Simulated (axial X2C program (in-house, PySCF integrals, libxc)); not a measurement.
# A two-component session on GeK: EOM-EA-CCSD levels

Wanted for GeK: EOM-EA-CCSD levels, at the two-component level.

Program: an in-house X2C program for linear molecules on PySCF integrals. Level of theory: two-component X2C with atomic mean-field terms, Ge dyall-acv3z, K dyall-acv3z. These are calculated values, not measurements.

## 1. Set-up

Contents of task.json:

```json
{"zs": [32, 19], "q": 0, "bas": ["dyall-acv3z", "dyall-acv3z"], "r0": 3.17, "eom": "ea", "thr": -1.0, "nmax": 92, "grid": [1, 0.96, 1.045, 0.92, 1.09, 1.15]}
```

Keys: zs atomic numbers; q charge; bas basis sets; r0 starting distance in Å; eom kind of EOM run; thr threshold in hartree for freezing inner shells (an s shell follows its p shell); nmax most natural virtual spinors; grid distances as factors.

On the command line:

```console
python soeom.py task.json out
```

The runs that follow: EOM-EA-CCSD at 3.068 Å.

Q: Predict the outcome of this session. Wanted: next root led by one particle; T1 of the reference.

**Answer**, as computed:

| quantity | value |
| --- | --- |
| lowest root at 3.068 Å | Ω = 3/2, 4.954 eV |
| next root led by one particle | Ω = 1/2, about 350 cm⁻¹ higher |
| T1 of the reference | 0.009 |

What this shows: The added electron is bound by 4.95 eV in a spinor of 83% Ge pπ, 9% K dπ, 8% K pπ. Errors of 0.1 to 0.3 eV are usual at this size, and roots led by higher excitations are left out, so the list is incomplete, and low states of that kind can be missing. T1 or the largest double amplitude of the reference is raised, which lowers the reliability.
